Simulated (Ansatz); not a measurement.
# Cd5Se3S2: the cost of one run

Method: DFT PBE, scalar-relativistic, plane waves, PAW, in Ansatz 0.2.0.

1 further run of the same task is left out (set aside as unsound or not needed).

## (1) The structure to begin with

Symmetry: R3m, No. 160, trigonal system. The conventional cell has a = 4.302 Å, b = 4.302 Å, c = 52.783 Å, α = 90.00°, β = 90.00°, γ = 120.00°. Around Cd (site symmetry 3m) lie 3 S at 2.60 Å and 1 Se at 2.68 Å. Around Cd (site symmetry 3m) lie 4 Se at 2.66 to 2.68 Å. Around Cd (site symmetry 3m) lie 1 S at 2.57 Å and 3 Se at 2.66 Å. Se (site symmetry 3m) is surrounded by 4 Cd at 2.66 to 2.68 Å. Only part of the 10 independent sites is listed.

Coordinates:

```xyz
10
Lattice="2.1512 1.2420 17.5943 -2.1512 1.2420 17.5943 0.0000 -2.4840 17.5943" Properties=species:S:1:pos:R:3 pbc="T T T"
Cd    0.0000    0.0000    0.1125
Cd    0.0000    0.0000   31.6661
Cd    0.0000    0.0000   10.4408
Cd    0.0000    0.0000   42.2827
Cd    0.0000    0.0000   21.0530
Se    0.0000    0.0000   50.2125
Se    0.0000    0.0000   28.9897
Se    0.0000    0.0000   39.6006
S     0.0000    0.0000    7.8742
S     0.0000    0.0000   18.4864
```

The cell was relaxed beforehand at this level, from a generated guess; it is a trial structure. At a tolerance of 0.02 Å it has space group R3m (No. 160); it has 28.21 Å³/atom, an uncorrected energy of -0.64 eV/atom over the elements.

## (2) Electronic structure at the relaxed geometry

input.yaml

```yaml
crystal:
  lattice:
    - [2.1512472134, 1.2420231578, 17.5942768219]
    - [-2.1512472134, 1.2420231578, 17.5942768219]
    - [0.0, -2.4840463155, 17.5942768219]
  atoms:
    - { symbol: Cd, position: [0.0021305622, 0.0021305622, 0.0021305622] }
    - { symbol: Cd, position: [0.5999311644, 0.5999311644, 0.5999311644] }
    - { symbol: Cd, position: [0.1978075231, 0.1978075231, 0.1978075231] }
    - { symbol: Cd, position: [0.801069183, 0.801069183, 0.801069183] }
    - { symbol: Cd, position: [0.3988613947, 0.3988613947, 0.3988613947] }
    - { symbol: Se, position: [0.9513027474, 0.9513027474, 0.9513027474] }
    - { symbol: Se, position: [0.5492266191, 0.5492266191, 0.5492266191] }
    - { symbol: Se, position: [0.7502548106, 0.7502548106, 0.7502548106] }
    - { symbol: S, position: [0.1491801588, 0.1491801588, 0.1491801588] }
    - { symbol: S, position: [0.3502358368, 0.3502358368, 0.3502358368] }
basis:
  ecutwfc: 420
kpoints:
  mp_grid: { grid: [12, 12, 12] }
  band_path:
    path:
      - [[0.0, 0.0, 0.0], [-0.5, -0.5, -0.5], [-0.5, -0.16998886, -0.83001114]]
      - [[-0.16998886, 0.16998886, -0.5], [0.0, 0.0, -0.5], [0.0, 0.0, 0.0], [0.0, 0.33499443, -0.33499443]]
      - [[-0.33499443, 0.0, -0.66500557], [-0.5, 0.0, -0.5], [0.0, 0.0, 0.0]]
    npoints: 14
hamiltonian:
  xc: pbe
scf:
  occupations: { method: gaussian, width: 0.02 }
  n_extra_bands: 25
output:
  forces: true
  stress: true
  eigenvalues: true
  populations: true
  dos: { projected: true, de: 0.02, nscf_kmesh: { grid: [18, 18, 18] } }
  bader: true
  write_density: true
  write_potential: true
  elf: true
  volumetric_format: npy
```

The run is started by

```console
$ ansatz run input.yaml --threads 4 --pin off --max-ram 8192MiB --backend cpu --events-out ev --progress --plain --runs-dir out
```

What time and memory should one allow on 4 threads of Intel Xeon at 2.50GHz (Skylake/Cascade Lake), shared host?

About 19 min, with a peak of 5.5 GiB.
